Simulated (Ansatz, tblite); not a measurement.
# The cluster Si8H8+: rung by rung

An exercise on one series of results from a longer session: the logs are not shown, and one member is left open.

The runs use Ansatz 0.2.0, Gaussian basis; as each input shows.

Levels to be run: GFN1-xTB, GFN2-xTB, PBE-D4/def2-TZVP, r2SCAN-D4/def2-TZVP, BLYP-D4/def2-TZVP, LC-ωPBE/def2-TZVP, PBE-D4/def2-SVP, PBE0-D4/def2-SVP, HF/6-31G, B3LYP-D4/6-31G, MP2/def2-SVP, RPA/def2-SVP.

2 further runs of the same task are left out: 2 set aside as unsound or not needed. Runs told in other sessions of the task aren't counted.

**The relaxed structure**

The geometry is that of the doublet, from an earlier relaxation (PBE-D4/def2-SVP). At that level it is the lowest of the isomers that a small search found.

16 atoms, charge 1, spin multiplicity 2.

Bond lengths: Si1–Si3 2.379 Å, Si1–Si7 2.378 Å, Si1–Si8 2.389 Å, Si1–H14 1.503 Å, Si2–Si5 2.381 Å, Si2–Si7 2.377 Å, Si2–Si8 2.389 Å, Si2–H12 1.503 Å, Si3–Si4 2.313 Å, Si3–Si6 2.435 Å, Si3–H9 1.500 Å, Si4–Si5 2.319 Å, Si5–Si6 2.420 Å, Si5–H13 1.500 Å, Si6–Si8 2.431 Å, Si6–H11 1.502 Å, Si7–H10 1.504 Å, Si7–H16 1.500 Å and more. Angles: Si3–Si1–Si7 110.1°, Si3–Si1–Si8 87.1°, Si3–Si1–H14 113.3°, Si7–Si1–Si8 90.2°, Si7–Si1–H14 122.8°, Si8–Si1–H14 126.8°, Si5–Si2–Si7 110.3°, Si5–Si2–Si8 87.7°, Si5–Si2–H12 113.2°, Si7–Si2–Si8 90.2°, Si7–Si2–H12 122.8°, Si8–Si2–H12 126.3°, Si1–Si3–Si4 114.1°, Si1–Si3–Si6 93.9°, Si1–Si3–H9 126.2°, Si4–Si3–Si6 69.2°, Si4–Si3–H9 116.2°, Si6–Si3–H9 120.6° and more.

The ion is computed in the gas phase, without counter-ions or solvent.

PBE0-D4/def2-TZVP was run before; its log isn't repeated, and its numbers join the tables.

The first run:

Tight binding, by tblite at 300 K electronic temperature and without a spin-polarisation term:

```python
tblite.interface.Calculator('GFN1-xTB', numbers, positions, charge=1, uhf=1).singlepoint()
```

Tight binding, by tblite at 300 K electronic temperature and without a spin-polarisation term:

```python
tblite.interface.Calculator('GFN2-xTB', numbers, positions, charge=1, uhf=1).singlepoint()
```

start.molden holds the orbitals of an earlier run on this state, given as this run's starting guess.

The input, in.yaml:

```yaml
crystal:
  periodic: [false, false, false]
  atoms:
    - {symbol: Si, position_ang: [0.511779, 1.188790, -1.471930]}
    - {symbol: Si, position_ang: [-1.812573, -0.721767, -0.060551]}
    - {symbol: Si, position_ang: [1.982114, 1.014978, 0.389696]}
    - {symbol: Si, position_ang: [0.910647, 0.673623, 2.411358]}
    - {symbol: Si, position_ang: [-0.555919, -1.058482, 1.933268]}
    - {symbol: Si, position_ang: [1.528208, -1.351687, 0.739537]}
    - {symbol: Si, position_ang: [-1.714704, 1.558973, -0.724189]}
    - {symbol: Si, position_ang: [0.190215, -1.170604, -1.282526]}
    - {symbol: H, position_ang: [3.385137, 1.541657, 0.463559]}
    - {symbol: H, position_ang: [-2.581237, 1.718976, -1.943579]}
    - {symbol: H, position_ang: [2.611947, -2.275617, 1.215371]}
    - {symbol: H, position_ang: [-3.080052, -1.528579, -0.103678]}
    - {symbol: H, position_ang: [-0.934826, -1.920646, 3.101287]}
    - {symbol: H, position_ang: [1.111855, 1.925860, -2.635970]}
    - {symbol: H, position_ang: [0.415554, -2.220364, -2.332157]}
    - {symbol: H, position_ang: [-1.968144, 2.624901, 0.300523]}
basis:
  gaussian: {orbitals: def2-TZVP, initial_orbitals: start.molden}
total_charge: 1
magnetization: {spin_polarized: true, initial_magnetization: 1}
hamiltonian: {xc: pbe, dispersion: d4}
scf: {omitted_lower_state_checks: [starts]}
output: {orbitals: {seedname: orbitals}}
```

Command:

```sh
$ ansatz run in.yaml --threads 4 --pin off --events-out ev --progress --plain --max-ram 6963MiB
```

Among the steps run: PBE-D4/def2-TZVP; r2SCAN-D4/def2-TZVP; BLYP-D4/def2-TZVP; LC-ωPBE/def2-TZVP; PBE-D4/def2-SVP; PBE0-D4/def2-SVP; HF/6-31G; B3LYP-D4/6-31G; MP2/def2-SVP; RPA/def2-SVP.

One table of the session follows, with a row left open; its other results are not shown here.

| level | HOMO (eV) | LUMO (eV) | gap (eV) |
| --- | --- | --- | --- |
| HF/6-31G | -12.28 | -4.76 | 7.52 |
| PBE-D4/def2-SVP | -9.55 | -8.70 | 0.85 |
| PBE-D4/def2-TZVP | -9.48 | -8.63 | 0.85 |
| BLYP-D4/def2-TZVP | -9.22 | -8.48 | 0.74 |
| r2SCAN-D4/def2-TZVP | ? | ? | ? |
| B3LYP-D4/6-31G | -10.21 | -8.15 | 2.06 |
| PBE0-D4/def2-SVP | -10.53 | -8.03 | 2.50 |
| PBE0-D4/def2-TZVP | -10.42 | -7.91 | 2.50 |
| LC-ωPBE/def2-TZVP | -12.61 | -5.90 | 6.70 |

**Question.** Estimate the row for r2SCAN-D4/def2-TZVP.

The run gave: HOMO (eV): -9.77; LUMO (eV): -8.44; gap (eV): 1.32. In the column «HOMO (eV)» it lies between B3LYP-D4/6-31G (-10.21) and PBE-D4/def2-SVP (-9.55).
